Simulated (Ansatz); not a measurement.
# MgCdSe: from a guess to a relaxed structure

Where does this trial cell of MgCdSe go when cell and atoms are let free?

Program: Ansatz 0.2.0. Level of theory: DFT PBE, scalar-relativistic, plane waves, PAW. These are calculated values, not measurements.

### Step 1. Starting point

The structure is hexagonal, space group P-6m2 (No. 187). The conventional cell has a = 4.633 Å, b = 4.633 Å, c = 3.745 Å, α = 90.00°, β = 90.00°, γ = 120.00°. Mg (site symmetry -6m2) has 6 Cd at 3.27 Å and 6 Se at 3.27 Å and 2 Mg at 3.74 Å as nearest neighbours. Cd (site symmetry -6m2) is surrounded by 3 Se at 2.67 Å. Se (site symmetry -6m2) is surrounded by 3 Cd at 2.67 Å and 6 Mg at 3.27 Å.

Structure file:

```xyz
3
Lattice="4.6329 0.0000 0.0000 -2.3165 4.0122 0.0000 0.0000 0.0000 3.7450" Properties=species:S:1:pos:R:3 pbc="T T T"
Mg    0.0000    0.0000    0.0000
Cd    0.0000    2.6748    1.8725
Se    2.3165    1.3374    1.8725
```

Recipe of the guess: species swapped into a database cell of DyAlGa (P-6m2, No. 187), with Mg on the Dy sites, Cd on the Al sites and Se on the Ga sites. Lengths come from tabulated atomic sizes and are only a guess.

### Step 2. Probe: one point on a coarse mesh

File input.yaml:

```yaml
crystal:
  lattice:
    - [4.63292494, 0.0, 0.0]
    - [-2.31646247, 4.01223069, 0.0]
    - [0.0, 0.0, 3.74499549]
  atoms:
    - { symbol: Mg, position: [0.0, 0.0, 0.0] }
    - { symbol: Cd, position: [0.33333333, 0.66666667, 0.5] }
    - { symbol: Se, position: [0.66666667, 0.33333333, 0.5] }
basis:
  ecutwfc: 420
kpoints:
  mp_grid: { grid: [6, 6, 4] }
hamiltonian:
  xc: pbe
scf:
  occupations: { method: gaussian, width: 0.1 }
  lower_state_search: "off"
output:
  forces: true
  stress: true
  eigenvalues: true
```

The run is started by

```sh
> ansatz run input.yaml --threads 1 --pin off --max-ram 2560MiB --backend cpu --events-out ev --progress --plain --runs-dir out
```

The session goes on with these runs: final relaxation.

Before running it: what results should come out? Wanted: conventional cell; volume; energy over the elements; gap on the mesh.

As calculated:

```
                              quantity                                                                       value
symmetry at the end (tolerance 0.05 Å)                                                 space group P-6m2 (No. 187)
                     conventional cell  a = 4.725 Å, b = 4.725 Å, c = 3.719 Å, α = 90.00°, β = 90.00°, γ = 120.00°
                                volume                                                               23.97 Å³/atom
              energy over the elements                                                               -0.11 eV/atom
                       gap on the mesh                                                                none (metal)
```

**Reading.** The space group P-6m2 (No. 187) is kept, and the volume per atom grows by 3.3 % from the first guess. It lies below the elements, which doesn't yet make it stable: competing phases were not computed in this session. No finished test with a distortion of lower symmetry is shown, so the end may be a saddle point. Spin polarisation is off in the runs that give these values; a magnetic solution could lie lower.
